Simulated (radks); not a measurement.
**Os in [Xe] 4f14 5d5 6s2 5f1: an all-electron calculation**

The task here is to estimate one member of a computed series from the others.

Program: radks (a radial shooting solver on a logarithmic mesh, Libxc functionals) version 1. Level of theory: scalar-relativistic Kohn-Sham, LDA (Slater exchange, Perdew-Wang correlation), spin-unpolarised, spherical densities, finite nucleus. These are calculated values, not measurements, unless marked.

## The system

* element: osmium (Z = 76)
* charge: 0
* electrons: 76
* configuration: [Xe] 4f14 5d5 6s2 5f1
* nuclear rms radius: 5.4126 fm

Outer shells as boxes (Hund's rule):

Os
```
[Xe] core
4f [↑↓][↑↓][↑↓][↑↓][↑↓][↑↓][↑↓]
5d [↑ ][↑ ][↑ ][↑ ][↑ ]
6s [↑↓]
5f [↑ ][  ][  ][  ][  ][  ][  ]
```

The first run:

Settings of this run:

```text
Z 76
configuration [Xe] 4f14 5d5 6s2 5f1 6p0 7s0
relativity scalar-relativistic
functional lda,pw
spin unpolarised
nucleus finite rms 5.4126 fm
c 137.035999084
```

One of the session's tables, all rows but one given; the rest of the session is left out.

It belongs to the step «Radial structure». Radial moments (bohr):

| level | <r> | outermost maximum (interpolated) | 90 % within | nodes |
| --- | --- | --- | --- | --- |
| 1s | 0.01775 | 0.0110 | 0.0324 | 0 |
| 2s | 0.07495 | 0.0635 | 0.116 | 1 |
| 2p | 0.06729 | 0.0522 | 0.110 | 0 |
| 3s | 0.1941 | 0.179 | 0.285 | 2 |
| 3p | 0.1947 | 0.177 | 0.291 | 1 |
| 3d | ? | ? | ? | ? |
| 4s | 0.4321 | 0.405 | 0.620 | 3 |
| 4p | 0.4597 | 0.425 | 0.668 | 2 |
| 4d | 0.4892 | 0.435 | 0.732 | 1 |
| 5s | 1.003 | 0.912 | 1.44 | 4 |
| 4f | 0.5561 | 0.405 | 0.908 | 0 |
| 5p | 1.163 | 1.03 | 1.69 | 3 |
| 5d | 1.699 | 1.34 | 2.63 | 2 |
| 6s | 2.696 | 2.35 | 3.92 | 5 |
| 6p | 3.554 | 3.03 | 5.24 | 4 |
| 7s | 7.720 | 6.55 | 11.5 | 6 |
| 5f | 17.31 | 16.2 | 24.2 | 1 |

**Question.** Estimate the row for 3d.

**Answer.** <r>: 0.1763; outermost maximum (interpolated): 0.144; 90 % within: 0.273; nodes: 0. In the column «<r>» it lies between 2s (0.07495) and 3s (0.1941).
